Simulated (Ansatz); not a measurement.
**H5MoN3O: small, medium and large basis sets**

How large a basis does H5MoN3O need? Two functionals are run in growing sets.

The runs use Ansatz 0.2.0, Gaussian basis; one geometry, several basis sets.

Levels to be run: PBE0-D4/def2-SVP; ωB97M-V/def2-SVP; PBE0-D4/def2-QZVPP; ωB97M-V/def2-QZVPP; the functionals' def2-TZVPP values are taken from earlier runs.

## (1) Structure used throughout

All runs share one geometry, relaxed beforehand with PBE0-D4 in a triple-zeta def2 set. Mo takes the def2 core potential; no spin-orbit term is included.

SMILES `[NH]=[Mo](=[NH])([NH2])[OH]`, 10 atoms, charge 0, spin multiplicity 1.

Atoms are counted from 1 here; the program's logs count them from 0.

Bond lengths: N1–Mo2 1.730 Å, N1–H6 1.011 Å, Mo2–N3 1.728 Å, Mo2–N4 1.938 Å, Mo2–O5 1.902 Å, N3–H7 1.010 Å, N4–H8 1.008 Å, N4–H9 1.008 Å, O5–H10 0.960 Å. Angles: Mo2–N1–H6 153.9°, N1–Mo2–N3 113.5°, N1–Mo2–N4 106.8°, N1–Mo2–O5 109.4°, N3–Mo2–N4 107.2°, N3–Mo2–O5 107.8°, N4–Mo2–O5 112.2°, Mo2–N3–H7 156.4°, Mo2–N4–H8 122.9°, Mo2–N4–H9 123.1°, H8–N4–H9 111.5°, Mo2–O5–H10 118.0°.

Coordinates:

```xyz
10

N    -1.11235    0.62574   -1.11634
Mo    0.20853    0.08991   -0.13605
N     1.07611   -1.23966   -0.81810
N    -0.55004   -0.52075    1.54002
O     1.43583    1.52207    0.10991
H    -1.71001    0.59373   -1.93057
H     1.29326   -1.94832   -1.50387
H    -0.20284   -1.32570    2.03743
H    -1.47400   -0.26527    1.85081
H     1.11871    2.41706   -0.03044
```

## (2) PBE0-D4 in def2-SVP

File in.yaml:

```yaml
crystal:
  periodic: [false, false, false]
  atoms:
    - {symbol: N, position_ang: [-1.112351, 0.625739, -1.116337]}
    - {symbol: Mo, position_ang: [0.208530, 0.089911, -0.136053]}
    - {symbol: N, position_ang: [1.076111, -1.239662, -0.818103]}
    - {symbol: N, position_ang: [-0.550035, -0.520752, 1.540019]}
    - {symbol: O, position_ang: [1.435829, 1.522073, 0.109915]}
    - {symbol: H, position_ang: [-1.710011, 0.593727, -1.930572]}
    - {symbol: H, position_ang: [1.293262, -1.948316, -1.503868]}
    - {symbol: H, position_ang: [-0.202844, -1.325702, 2.037427]}
    - {symbol: H, position_ang: [-1.474002, -0.265274, 1.850813]}
    - {symbol: H, position_ang: [1.118710, 2.417057, -0.030441]}
basis:
  gaussian: {orbitals: def2-SVP}
hamiltonian: {xc: pbe0, dispersion: d4}
output: {orbitals: {seedname: orbitals}}
```

Started as:

```
$ ansatz run in.yaml --threads 4 --pin off --events-out ev --progress --plain --max-ram 10444MiB
```

After this run come: ωB97M-V in def2-SVP; PBE0-D4 in def2-QZVPP; ωB97M-V in def2-QZVPP.

Q: Predict the results of all the runs planned. Wanted: PBE0-D4: double and triple zeta above quadruple; ωB97M-V: double and triple zeta above quadruple.

The runs gave:

| quantity | value |
| --- | --- |
| PBE0-D4: double and triple zeta above quadruple | 9.17, 0.50 eV |
| ωB97M-V: double and triple zeta above quadruple | 9.41, 0.49 eV |

What this shows: PBE0-D4 gains 8.67 eV from double to triple zeta, then 0.50 eV more. Total energies overstate the basis error of differences, where much of it tends to cancel. The LUMO of ωB97M-V is positive and keeps falling with the basis (1.32 to 0.54 eV): an unbound level that the basis holds in place.
